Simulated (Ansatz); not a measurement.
**WH3+ (triplet): wave-function methods side by side, def2-TZVPP**

One table from this session's results is given with a row withheld; the runs are named, their logs left out.

Method: def2-TZVPP, core rule «outside noble gas», up to 4 orbitals frozen; program: Ansatz 0.2.0, Gaussian basis.

Plan: UHF; ROHF; CCSD(T) on UHF.

## The system

The geometry is a PBE0/def2-TZVP stationary point (not a proven minimum) of the parent state, kept for this charge and spin. No spin-orbit coupling is included. Elements past krypton take def2 core potentials.

4 atoms, charge 1, spin multiplicity 3.

Atoms are counted from 1 here; the program's logs count them from 0.

Bond lengths: W1–H2 1.710 Å, W1–H3 1.710 Å, W1–H4 1.710 Å. Angles: H2–W1–H3 112.3°, H2–W1–H4 112.3°, H3–W1–H4 112.3°.

Set-up of the first run:

The input, in.yaml:

```yaml
crystal:
  periodic: [false, false, false]
  atoms:
    - {symbol: W, position_ang: [0.000018, 0.000018, -0.007849]}
    - {symbol: H, position_ang: [1.638941, 0.014192, 0.481052]}
    - {symbol: H, position_ang: [-0.834382, 1.411605, 0.478453]}
    - {symbol: H, position_ang: [-0.807904, -1.429056, 0.472050]}
basis:
  gaussian: {orbitals: def2-TZVPP}
total_charge: 1
magnetization: {spin_polarized: true, initial_magnetization: 2}
hamiltonian: {xc: hf}
output: {orbitals: {seedname: orbitals}}
```

Command:

```console
> ansatz run in.yaml --threads 1 --pin off --events-out ev --progress --plain --max-ram 4096MiB --backend cpu
```

Among the steps run: UHF; ROHF; CCSD(T) on UHF.

One of the session's tables, all rows but one given; the rest of the session is left out.

It belongs to the step «Misses and costs». 

```
  method  from UCCSD(T) (kJ/mol)
    ROHF                       ?
     UHF                  +490.5
    UMP2                   +90.8
   UCCSD                   +17.4
UCCSD(T)                       0
```

**Question.** Estimate the row for ROHF.

**Answer.** from UCCSD(T) (kJ/mol): +513.0. In the column «from UCCSD(T) (kJ/mol)» it is the highest.
